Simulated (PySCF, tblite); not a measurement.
# C2H11B3N2: geometry, infrared bands and NMR shifts

Aim: predict the infrared bands and NMR shifts of C2H11B3N2 (`BN(B)B(C)NC`).

Programs: tblite 0.8.0 and PySCF 2.14.0, with density-fitted response routines of our own. Each step states its level of theory. These are calculated values for one molecule in the gas phase, unless marked as measured. Atoms are numbered from 0 throughout.

**1. The starting structure**

18 atoms, charge 0, multiplicity 1; geometry from: force field or distance geometry start.

Bonds of the start (Å): B0–N1 1.50, N1–B2 1.52, N1–B3 1.50, B3–C4 1.58, B3–N5 1.53, N5–C6 1.43, B0–H7 1.17, B0–H8 1.19, B2–H9 1.18, B2–H10 1.19, C4–H11 1.11, C4–H12 1.12, C4–H13 1.10, N5–H14 1.04, C6–H15 1.10, C6–H16 1.12, C6–H17 1.11.

**2. Geometry optimisation with GFN2-xTB**

The job: settings as JSON, then the geometry in Å.

```
{"job": {"kind": "relax", "xc": "GFN2-xTB", "basis": "xTB"}, "charge": 0, "multiplicity": 1}
B      1.354900    -1.051700    -1.034200
N      0.863500    -0.399400     0.221200
B      1.961700     0.034400     1.174000
B     -0.261200     0.582500     0.048600
C     -0.035600     2.006800    -0.601400
N     -1.652000    -0.029400    -0.158600
C     -1.844200    -1.244400     0.576900
H      2.159400    -0.616400    -1.766000
H      0.767400    -2.015900    -1.400700
H      3.032000     0.209400     0.710100
H      1.910800    -0.412600     2.271700
H      0.780400     1.911500    -1.351400
H     -0.970000     2.321900    -1.136600
H      0.172800     2.784900     0.153900
H     -2.411900     0.669200    -0.032100
H     -1.774400    -2.128900    -0.080200
H     -2.902300    -1.243500     0.947800
H     -1.159900    -1.372000     1.445200
```

The run is started by

```bash
> OMP_NUM_THREADS=1 python probes_run.py task.json out
```

This one command runs all jobs of the session in turn.

**Question.** This job is followed by: GFN2-xTB harmonic vibrations, gas phase; GIAO PBE0/pcSseg-1 NMR shielding, non-relativistic, gas phase. Predict these results of the whole session: strongest single infrared mode (GFN2-xTB); zero-point energy (GFN2-xTB); ¹³C shifts against TMS (PBE0/pcSseg-1); ¹H shifts against TMS (PBE0/pcSseg-1, means over atoms taken as alike); ¹¹B shifts against BF3·OEt2 (PBE0/pcSseg-1, means over atoms taken as alike); ¹⁵N shifts against NH3 (PBE0/pcSseg-1); surface potential, 1st and 99th percentile.

As calculated:

```
                                                                    quantity                       value
                                   strongest single infrared mode (GFN2-xTB)       1350 cm⁻¹, 447 km/mol
                                                zero-point energy (GFN2-xTB)               89.7 kcal/mol
                                      ¹³C shifts against TMS (PBE0/pcSseg-1)               31.4, 7.9 ppm
      ¹H shifts against TMS (PBE0/pcSseg-1, means over atoms taken as alike)  5.68, 3.83, 2.81, 0.44 ppm
¹¹B shifts against BF3·OEt2 (PBE0/pcSseg-1, means over atoms taken as alike)              52.7, 38.0 ppm
                                      ¹⁵N shifts against NH3 (PBE0/pcSseg-1)            226.9, 111.8 ppm
                                       surface potential, 1st and 99th percentile          -0.50 V and 1.65 V
```

In words: Relaxing lowered the energy by 2.335 eV in 108 steps; the close pair that moved most is B3–N5, from 1.534 to 1.385 Å. No mode is imaginary among the 48: a minimum at this level. The strongest single mode, at 1350 cm⁻¹, has its largest shares on N1, B2 and B0 (the list is cut at 3 atoms). Unscaled tight-binding wavenumbers are off by several per cent, some by more. Its intensities can rank the bands wrongly. At PBE0/pcSseg-1: Shielding is most anisotropic at N1 (span 374 ppm, paramagnetic term -286 ppm). At PBE0/pcSseg-1, counted by nearest atom on the grid, the HOMO lies on N5 55 %; B3 11 %, the LUMO on B0, B2 about 29 % each; 4 H atoms about 8 % each.
